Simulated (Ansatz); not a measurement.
# In2O3: the cost of one run

Method: DFT LDA, plane waves, PAW, scalar-relativistic, no spin polarisation, in Ansatz 0.2.0.

### Step 1. Starting point

The cell holds 20 atoms (In8O12): a = 10.724 Å, b = 10.724 Å, c = 10.724 Å, α = 31.26°, β = 31.26°, γ = 31.26°.

Its coordinates follow in the input file.

### Step 2. Run 1

150 steps of 0.75 fs under a Langevin thermostat at 4200 K.

input.yaml reads:

```yaml
accuracy: low
crystal:
  lattice:
    - [-2.889637, -1.668333, 10.191268]
    - [2.889637, -1.668333, 10.191268]
    - [0.0, 3.336665, 10.191268]
  atoms:
    - { symbol: In, position: [0.321442, 0.321442, 0.321442] }
    - { symbol: In, position: [0.428558, 0.428558, 0.428558] }
    - { symbol: In, position: [0.178558, 0.178558, 0.178558] }
    - { symbol: In, position: [0.071442, 0.071442, 0.071442] }
    - { symbol: O, position: [0.5785047, 0.875, 0.1714953] }
    - { symbol: O, position: [0.875, 0.1714953, 0.5785047] }
    - { symbol: O, position: [0.1714953, 0.5785047, 0.875] }
    - { symbol: O, position: [0.9214953, 0.625, 0.3285047] }
    - { symbol: O, position: [0.3285047, 0.9214953, 0.625] }
    - { symbol: O, position: [0.625, 0.3285047, 0.9214953] }
    - { symbol: In, position: [0.821442, 0.821442, 0.821442] }
    - { symbol: In, position: [0.928558, 0.928558, 0.928558] }
    - { symbol: In, position: [0.678558, 0.678558, 0.678558] }
    - { symbol: In, position: [0.571442, 0.571442, 0.571442] }
    - { symbol: O, position: [0.0785047, 0.375, 0.6714953] }
    - { symbol: O, position: [0.375, 0.6714953, 0.0785047] }
    - { symbol: O, position: [0.6714953, 0.0785047, 0.375] }
    - { symbol: O, position: [0.4214953, 0.125, 0.8285047] }
    - { symbol: O, position: [0.8285047, 0.4214953, 0.125] }
    - { symbol: O, position: [0.125, 0.8285047, 0.4214953] }
basis:
  ecutwfc: 420.0
kpoints:
  mp_grid: { grid: [3, 3, 3] }
hamiltonian:
  xc: lda
  pseudopotentials: { kind: paw, azcp: { folder: soft_1 } }
scf:
  occupations: { method: fermi_dirac, width: 0.36 }
  lower_state_search: "off"
md:
  timestep: 0.75
  n_steps: 150
  ensemble: nvt_langevin
  temperature: 4200.0
  initial_velocities: maxwell_boltzmann
  seed: 69525
  friction: 0.02
```

Run with:

```console
$ ansatz run input.yaml --threads 4 --pin off --max-ram 10240MiB --backend cpu --events-out ev --progress --plain --runs-dir out
```

**Question.** How long does this run take on 4 threads of Arm Neoverse V2, shared host, and how much memory does it need?

About 23 min, with a peak of 1.3 GiB.
